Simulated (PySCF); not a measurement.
# C3H6NPSi: the cost of one run

Computed with PySCF 2.14.0, with density-fitted response routines of our own, on a single molecule in the gas phase. Atoms count from 0, in the outputs and in this text.

## 1. The molecule as given

12 atoms, charge 0, multiplicity 1; geometry from: PBE0-D3(BJ)/def2-SVP.

Bonds of the start (Å): C0–C1 1.35, C1–C2 1.43, C2–N3 1.16, C1–Si4 1.89, Si4–P5 2.26, C0–H6 1.09, C0–H7 1.09, Si4–H8 1.49, Si4–H9 1.49, P5–H10 1.43, P5–H11 1.43.

## 2. Nuclear shieldings: PBE0/pcSseg-1

The job: settings as JSON, then the geometry in Å.

```
{"job": {"kind": "nmr", "xc": "PBE0", "basis": "pcSseg-1", "pop": false}, "charge": 0, "multiplicity": 1}
C     -1.648661    -0.168044    -1.139951
C     -0.768493     0.015490    -0.139260
C     -0.984508     1.022363     0.852750
N     -1.088132     1.824725     1.685199
Si     0.822352    -1.000458     0.018691
P      2.562722     0.425754    -0.231732
H     -2.558613     0.434054    -1.226461
H     -1.477731    -0.931977    -1.903535
H      0.814850    -1.996240    -1.092916
H      0.820665    -1.704771     1.335391
H      3.493168    -0.465138     0.388245
H      2.258260     1.103436     0.989613
```

With the program's defaults for keys left out, this is: GIAO PBE0/pcSseg-1 NMR shielding, non-relativistic, gas phase.

The run is started by

```console
OMP_NUM_THREADS=1 python probes_run.py task.json out
```

The driver reads the jobs from task.json and runs them one after another.

Q: Estimate the wall time and peak memory of this first job on 1 thread of Intel Xeon 6975P-C, shared host.

About 8.7 s, with a peak of 0.78 GiB.
